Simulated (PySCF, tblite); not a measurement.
# C7H7BF2: geometry, infrared bands and NMR shifts

Aim: predict the infrared bands and NMR shifts of C7H7BF2 (`C#C/C(C)=C\C=C/B(F)F`).

Computed with tblite 0.8.0 and PySCF 2.14.0, with density-fitted response routines of our own, on a single molecule in the gas phase. Atoms are numbered from 0 throughout.

## (1) The molecule as given

17 atoms, charge 0, multiplicity 1; geometry from: force field or distance geometry start.

Bonds of the start (Å): C0–C1 1.20, C1–C2 1.45, C2–C3 1.48, C2–C4 1.32, C4–C5 1.48, C5–C6 1.33, C6–B7 1.56, B7–F8 1.45, B7–F9 1.46, C0–H10 1.06, C3–H11 1.14, C3–H12 1.13, C3–H13 1.10, C4–H14 1.09, C5–H15 1.09, C6–H16 1.10.

## (2) Optimising the geometry with GFN2-xTB

The job: settings as JSON, then the geometry in Å.

```
{"job": {"kind": "relax", "xc": "GFN2-xTB", "basis": "xTB"}, "charge": 0, "multiplicity": 1}
C     -2.446000     2.088400     0.421500
C     -1.895200     1.059000     0.162600
C     -1.201400    -0.174300    -0.143800
C     -2.000400    -1.345000    -0.582500
C      0.113100    -0.296100    -0.068900
C      0.929000     0.863100     0.343100
C      2.240700     0.675600     0.390600
B      2.878000    -0.698400     0.029100
F      3.418100    -0.790400    -1.316200
F      3.605400    -1.380700     1.091700
H     -2.941700     3.007600     0.627900
H     -2.681000    -1.648000     0.281600
H     -1.370300    -2.265400    -0.734200
H     -2.573300    -1.189800    -1.506900
H      0.595300    -1.241700    -0.327400
H      0.478300     1.815800     0.612200
H      2.844600     1.532500     0.709600
```

Run with:

```console
> OMP_NUM_THREADS=1 python probes_run.py task.json out
```

This one command runs all jobs of the session in turn.

**Question.** This job is followed by: GFN2-xTB harmonic vibrations, gas phase; GIAO PBE0/pcSseg-1 NMR shielding, non-relativistic, gas phase. What will the session give for the following? strongest single infrared mode (GFN2-xTB); zero-point energy (GFN2-xTB); 13C shifts against TMS (PBE0/pcSseg-1); 1H shifts against TMS (PBE0/pcSseg-1, means over atoms taken as alike); 11B shifts against BF3·OEt2 (PBE0/pcSseg-1); 19F shifts against CFCl3 (PBE0/pcSseg-1, means over atoms taken as alike).

**Answer**, as computed:

```
                                                                 quantity                                              value
                                strongest single infrared mode (GFN2-xTB)                              1220 cm⁻¹, 667 km/mol
                                             zero-point energy (GFN2-xTB)                                      75.0 kcal/mol
                                   13C shifts against TMS (PBE0/pcSseg-1)  165.7, 145.6, 137.2, 120.6, 100.4, 85.9, 27.8 ppm
   1H shifts against TMS (PBE0/pcSseg-1, means over atoms taken as alike)                   8.07, 7.64, 5.66, 3.43, 2.20 ppm
                              11B shifts against BF3·OEt2 (PBE0/pcSseg-1)                                           23.0 ppm
19F shifts against CFCl3 (PBE0/pcSseg-1, means over atoms taken as alike)                                          -82.8 ppm
```

Over 86 steps the energy fell by 1.390 eV; of the close pairs, B7–F9 changed most, 1.457 to 1.326 Å. No mode is imaginary among the 45: a minimum at this level. The strongest single mode, at 1220 cm⁻¹, moves mainly B7. Unscaled tight-binding wavenumbers are off by several per cent, some by more. Its intensities can rank the bands wrongly. At PBE0/pcSseg-1: The widest tensor belongs to C1: span 301 ppm, with a paramagnetic part of -150 ppm.
